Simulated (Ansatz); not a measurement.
# C4H13ClMoO5: up Jacob's ladder to CCSD(T)

One table from this session's results is given with a row withheld; the runs are named, their logs left out.

Computed with Ansatz 0.2.0, Gaussian basis. Level: functionals in def2-TZVPP, the program's frozen cores in correlated methods.

Levels to be run: LDA (SPW92), PBE-D4, revPBE-D4, BLYP-D4, r2SCAN-D4, B97M-V, PBE0-D4, B3LYP-D4, r2SCANh-D4, r2SCAN0-D4, HSE06-D4, BHLYP-D4, CAM-B3LYP-D4, LC-ωPBE, ωB97X-V, ωB97M-V, B2PLYP, PBE-QIDH; CCSD(T)/def2-SVP; CCSD(T)/def2-TZVPP; MP2/def2-QZVPP; extrapolation to the limit; RPA on PBE.

## Structure used throughout

An earlier PBE0-D4 in a triple-zeta def2 set relaxation fixed the geometry. Mo takes the def2 core potential; no spin-orbit term is included.

SMILES `C[O][Mo]([OH])([Cl])([O]C)([O]C)[O]C`, 24 atoms, charge 0, spin multiplicity 1.

Atoms are counted from 1 here; the program's logs count them from 0.

Bond lengths: C1–O2 1.398 Å, C1–H12 1.092 Å, C1–H13 1.095 Å, C1–H14 1.096 Å, O2–Mo3 1.845 Å, Mo3–O4 1.918 Å, Mo3–Cl5 2.458 Å, Mo3–O6 1.861 Å, Mo3–O8 1.838 Å, Mo3–O10 1.869 Å, O4–H15 0.961 Å, O6–C7 1.388 Å, C7–H16 1.095 Å, C7–H17 1.097 Å, C7–H18 1.093 Å, O8–C9 1.392 Å, C9–H19 1.096 Å, C9–H20 1.093 Å and more. Angles: O2–C1–H12 108.9°, O2–C1–H13 109.5°, O2–C1–H14 109.8°, H12–C1–H13 109.7°, H12–C1–H14 109.9°, H13–C1–H14 109.0°, C1–O2–Mo3 131.1°, O2–Mo3–O4 90.2°, O2–Mo3–Cl5 171.4°, O2–Mo3–O6 91.0°, O2–Mo3–O8 102.4°, O2–Mo3–O10 97.9°, O4–Mo3–Cl5 82.1°, O4–Mo3–O6 87.8°, O4–Mo3–O8 166.7°, O4–Mo3–O10 86.5°, Cl5–Mo3–O6 85.0°, Cl5–Mo3–O8 85.6° and more.

Coordinates:

```
C     0.4728   -2.8684    0.8080
O     0.9537   -1.5598    0.7021
Mo    0.1203   -0.0013    0.1732
O    -0.4641   -0.8541   -1.4425
Cl   -1.2117    1.8566   -0.7288
O    -1.4762   -0.5502    0.9572
C    -2.7827   -0.7373    0.5269
O     0.6004    1.1732    1.5035
C     1.0229    2.4954    1.6034
O     1.5208    0.7070   -0.8417
C     1.7161    0.9750   -2.1891
H     1.2376   -3.4903    1.2776
H     0.2445   -3.2551   -0.1907
H    -0.4406   -2.8801    1.4130
H    -0.9455   -0.3153   -2.0761
H    -3.2444    0.2340    0.3205
H    -2.7860   -1.3356   -0.3929
H    -3.3492   -1.2569    1.3041
H     1.8211    2.6782    0.8755
H     1.3917    2.6716    2.6167
H     0.1838    3.1639    1.3902
H     1.4055    0.1166   -2.7959
H     2.7763    1.1786   -2.3625
H     1.1276    1.8537   -2.4781
```

Set-up of the first run:

Input file in.yaml:

```yaml
crystal:
  periodic: [false, false, false]
  atoms:
    - {symbol: C, position_ang: [0.472839, -2.868447, 0.807966]}
    - {symbol: O, position_ang: [0.953651, -1.559764, 0.702086]}
    - {symbol: Mo, position_ang: [0.120324, -0.001300, 0.173178]}
    - {symbol: O, position_ang: [-0.464144, -0.854132, -1.442514]}
    - {symbol: Cl, position_ang: [-1.211744, 1.856575, -0.728792]}
    - {symbol: O, position_ang: [-1.476183, -0.550227, 0.957196]}
    - {symbol: C, position_ang: [-2.782666, -0.737264, 0.526925]}
    - {symbol: O, position_ang: [0.600386, 1.173220, 1.503465]}
    - {symbol: C, position_ang: [1.022903, 2.495378, 1.603367]}
    - {symbol: O, position_ang: [1.520757, 0.707015, -0.841747]}
    - {symbol: C, position_ang: [1.716081, 0.974983, -2.189060]}
    - {symbol: H, position_ang: [1.237628, -3.490251, 1.277617]}
    - {symbol: H, position_ang: [0.244532, -3.255077, -0.190717]}
    - {symbol: H, position_ang: [-0.440562, -2.880086, 1.412972]}
    - {symbol: H, position_ang: [-0.945536, -0.315316, -2.076129]}
    - {symbol: H, position_ang: [-3.244368, 0.234021, 0.320503]}
    - {symbol: H, position_ang: [-2.786004, -1.335570, -0.392914]}
    - {symbol: H, position_ang: [-3.349213, -1.256926, 1.304112]}
    - {symbol: H, position_ang: [1.821142, 2.678248, 0.875477]}
    - {symbol: H, position_ang: [1.391673, 2.671570, 2.616666]}
    - {symbol: H, position_ang: [0.183791, 3.163933, 1.390191]}
    - {symbol: H, position_ang: [1.405473, 0.116620, -2.795899]}
    - {symbol: H, position_ang: [2.776289, 1.178556, -2.362538]}
    - {symbol: H, position_ang: [1.127648, 1.853744, -2.478111]}
basis:
  gaussian: {orbitals: def2-TZVPP}
hamiltonian: {xc: lda}
output: {orbitals: {seedname: orbitals}}
```

On the command line:

```sh
> ansatz run in.yaml --threads 11 --pin off --events-out ev --progress --plain --max-ram 174080MiB --backend cuda --devices 0, --max-vram 75GiB
```

Steps of the session up to this table: LDA; PBE-D4 (GGA); revPBE-D4 (GGA); BLYP-D4 (GGA); r2SCAN-D4 (meta-GGA); B97M-V (meta-GGA); B3LYP-D4 (hybrid); r2SCANh-D4 (hybrid); r2SCAN0-D4 (hybrid); HSE06-D4 (hybrid); BHLYP-D4 (hybrid); CAM-B3LYP-D4 (range-separated); LC-ωPBE (range-separated); ωB97X-V (range-separated); ωB97M-V (range-separated); B2PLYP (double hybrid); PBE-QIDH (double hybrid).

One table of the session follows, with a row left open; its other results are not shown here.

It belongs to the step «Frontier levels by functional». 

| functional | HOMO (eV) | LUMO (eV) | gap (eV) |
| --- | --- | --- | --- |
| LDA (SPW92) | -6.55 | -3.50 | 3.05 |
| PBE-D4 | -6.35 | -3.34 | 3.01 |
| revPBE-D4 | -6.27 | -3.27 | 3.00 |
| BLYP-D4 | -6.20 | -3.25 | 2.95 |
| r2SCAN-D4 | -6.68 | -3.39 | 3.29 |
| B97M-V | -6.80 | -3.46 | 3.34 |
| PBE0-D4 | -7.77 | -2.81 | 4.97 |
| B3LYP-D4 | -7.50 | -3.00 | 4.50 |
| r2SCANh-D4 | ? | ? | ? |
| r2SCAN0-D4 | -8.01 | -2.84 | 5.16 |
| HSE06-D4 | -7.37 | -3.17 | 4.19 |
| BHLYP-D4 | -9.08 | -2.12 | 6.95 |
| CAM-B3LYP-D4 | -9.16 | -1.84 | 7.32 |
| LC-ωPBE | -10.57 | -0.79 | 9.77 |
| ωB97X-V | -10.21 | -0.86 | 9.35 |
| ωB97M-V | -10.09 | -0.89 | 9.20 |

Estimate the missing values for r2SCANh-D4.

Worked estimate for «HOMO (eV)». Against the share of exact exchange, r2SCAN-D4 (0, -6.68), r2SCAN0-D4 (0.25, -8.01) give a slope of -5.32 per unit share; at 0.1 the line stands at -7.21.

As computed: HOMO (eV): -7.21; LUMO (eV): -3.18; gap (eV): 4.03. In «HOMO (eV)» the line misses by 0.00.
